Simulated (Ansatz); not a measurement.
# BClH₃NOSi: one species, many methods

One table from this session's results is given with a row withheld; the runs are named, their logs left out.

Method: functionals in def2-TZVPP, the program's frozen cores in correlated methods; program: Ansatz 0.2.0, Gaussian basis.

Levels to be run: LDA (SPW92), PBE-D4, revPBE-D4, BLYP-D4, r2SCAN-D4, B97M-V, PBE0-D4, B3LYP-D4, r2SCANh-D4, r2SCAN0-D4, HSE06-D4, BHLYP-D4, CAM-B3LYP-D4, LC-ωPBE, ωB97X-V, ωB97M-V, B2PLYP, PBE-QIDH; CCSD(T)/def2-SVP; CCSD(T)/def2-TZVPP; MP2/def2-QZVPP; extrapolation to the limit; RPA on PBE.

### The geometry

All runs share one geometry, relaxed beforehand with PBE0-D4 in a triple-zeta def2 set.

SMILES `O[Si]1(Cl)BN1`, 8 atoms, charge 0, spin multiplicity 1.

Atoms are counted from 1 here; the program's logs count them from 0.

Bond lengths: O1–Si2 1.632 Å, O1–H6 0.959 Å, Si2–Cl3 2.059 Å, Si2–B4 1.896 Å, Si2–N5 1.724 Å, B4–N5 1.401 Å, B4–H7 1.187 Å, N5–H8 1.011 Å. Angles: Si2–O1–H6 116.8°, O1–Si2–Cl3 106.2°, O1–Si2–B4 127.4°, O1–Si2–N5 117.8°, Cl3–Si2–B4 126.3°, Cl3–Si2–N5 114.8°, B4–Si2–N5 45.2°, Si2–B4–N5 60.8°, Si2–B4–H7 164.5°, N5–B4–H7 134.7°, Si2–N5–B4 73.9°, Si2–N5–H8 151.8°, B4–N5–H8 134.3°.

Set-up of the first run:

in.yaml reads:

```yaml
crystal:
  periodic: [false, false, false]
  atoms:
    - {symbol: O, position_ang: [0.082251, 0.488275, 1.847675]}
    - {symbol: Si, position_ang: [0.128514, 0.517393, 0.216839]}
    - {symbol: Cl, position_ang: [-0.760996, 2.285597, -0.351247]}
    - {symbol: B, position_ang: [0.932800, -0.755854, -0.935742]}
    - {symbol: N, position_ang: [-0.429018, -0.876953, -0.629094]}
    - {symbol: H, position_ang: [-0.403639, 1.193634, 2.279797]}
    - {symbol: H, position_ang: [1.698478, -1.378888, -1.595804]}
    - {symbol: H, position_ang: [-1.156291, -1.530404, -0.888222]}
basis:
  gaussian: {orbitals: def2-TZVPP}
hamiltonian: {xc: lda}
output: {orbitals: {seedname: orbitals}}
```

Run with:

```console
ansatz run in.yaml --threads 2 --pin off --events-out ev --progress --plain --max-ram 4352MiB
```

Among the steps run: LDA; PBE-D4 (GGA); revPBE-D4 (GGA); BLYP-D4 (GGA); r2SCAN-D4 (meta-GGA); B97M-V (meta-GGA); PBE0-D4 (hybrid); B3LYP-D4 (hybrid); r2SCANh-D4 (hybrid); r2SCAN0-D4 (hybrid); HSE06-D4 (hybrid); BHLYP-D4 (hybrid); CAM-B3LYP-D4 (range-separated); LC-ωPBE (range-separated); ωB97X-V (range-separated); ωB97M-V (range-separated); B2PLYP (double hybrid); PBE-QIDH (double hybrid).

One of the session's tables, all rows but one given; the rest of the session is left out.

It belongs to the step «Frontier levels by functional». 

| functional | HOMO (eV) | gap (eV) |
| --- | --- | --- |
| LDA (SPW92) | -6.18 | 4.34 |
| PBE-D4 | -6.07 | 4.49 |
| revPBE-D4 | -6.03 | 4.54 |
| BLYP-D4 | -5.96 | 4.55 |
| r2SCAN-D4 | -6.30 | 5.01 |
| B97M-V | -6.36 | 5.09 |
| PBE0-D4 | -7.26 | 6.67 |
| B3LYP-D4 | -7.07 | 6.28 |
| r2SCANh-D4 | -6.74 | 5.80 |
| r2SCAN0-D4 | ? | ? |
| HSE06-D4 | -6.86 | 5.89 |
| BHLYP-D4 | -8.36 | 8.82 |
| CAM-B3LYP-D4 | -8.59 | 9.13 |
| LC-ωPBE | -9.90 | 11.60 |
| ωB97X-V | -9.57 | 11.17 |
| ωB97M-V | -9.37 | 10.75 |

**Question.** Estimate the row for r2SCAN0-D4.

Worked estimate for «HOMO (eV)». Against the share of exact exchange, r2SCAN-D4 (0, -6.30), r2SCANh-D4 (0.1, -6.74) give a slope of -4.40 per unit share; at 0.25 the line stands at -7.40.

As computed: HOMO (eV): -7.40; gap (eV): 6.98. In «HOMO (eV)» the line misses by 0.00.
